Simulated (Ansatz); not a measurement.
# CdC2: the cost of one run

Method: DFT PBE, scalar-relativistic, plane waves, PAW, in Ansatz 0.2.0.

3 further runs of the same task are left out: 3 set aside as unsound or not needed.

### 1 Starting point

Symmetry: Immm, No. 71, orthorhombic system. Conventional cell: a = 3.487 Å, b = 4.659 Å, c = 5.224 Å, α = 90.00°, β = 90.00°, γ = 90.00°. Cd (site symmetry mmm) is surrounded by 8 C at 2.43 to 2.69 Å. C (site symmetry m2m) has 1 C at 1.26 Å as nearest neighbours.

Coordinates:

```
CELL_PARAMETERS angstrom
-1.74328 2.32933 2.61218
1.74328 -2.32933 2.61218
1.74328 2.32933 -2.61218
ATOMIC_POSITIONS crystal
Cd 0.00000 0.00000 0.00000
C 0.36465 0.50000 0.86465
C 0.63535 0.50000 0.13535
```

This is a trial structure built by rule; it need not be a known or stable form of this composition.

It is the result of an earlier relaxation at this level (volume 14.14 Å³/atom; gap on the mesh: 0.96 eV).

The cell was built by a swap of Ca by Cd in CaC2; it need not be the stable form of this composition.

### 2 Relaxing at 2 GPa

What is minimised here is the enthalpy; the energy can go up as the cell is squeezed.

input.yaml reads:

```yaml
crystal:
  lattice:
    - [-1.7432786091, 2.3293304878, 2.6121786699]
    - [1.7432786091, -2.3293304878, 2.6121786699]
    - [1.7432786091, 2.3293304878, -2.6121786699]
  atoms:
    - { symbol: Cd, position: [0.0, 0.0, 0.0] }
    - { symbol: C, position: [0.364650811, 0.5, 0.864650811] }
    - { symbol: C, position: [0.635349189, 0.5, 0.135349189] }
basis:
  ecutwfc: 420
kpoints:
  mp_grid: { grid: [10, 10, 10] }
hamiltonian:
  xc: pbe
scf:
  occupations: { method: fixed }
output:
  forces: true
  stress: true
  eigenvalues: true
relax:
  adjacent_minimum: "off"
  f_tol: 0.001
  max_steps: 60
  cell: { stress_tol: 0.02, p_target: 2.0 }
```

Run with:

```
$ ansatz run input.yaml --threads 1 --pin off --max-ram 3072MiB --backend cpu --events-out ev --progress --plain --runs-dir out
```

Q: Estimate wall time and peak memory on 1 thread of Intel Xeon 6975P-C (Granite Rapids), shared host.

About 29 s, with a peak of 0.43 GiB.
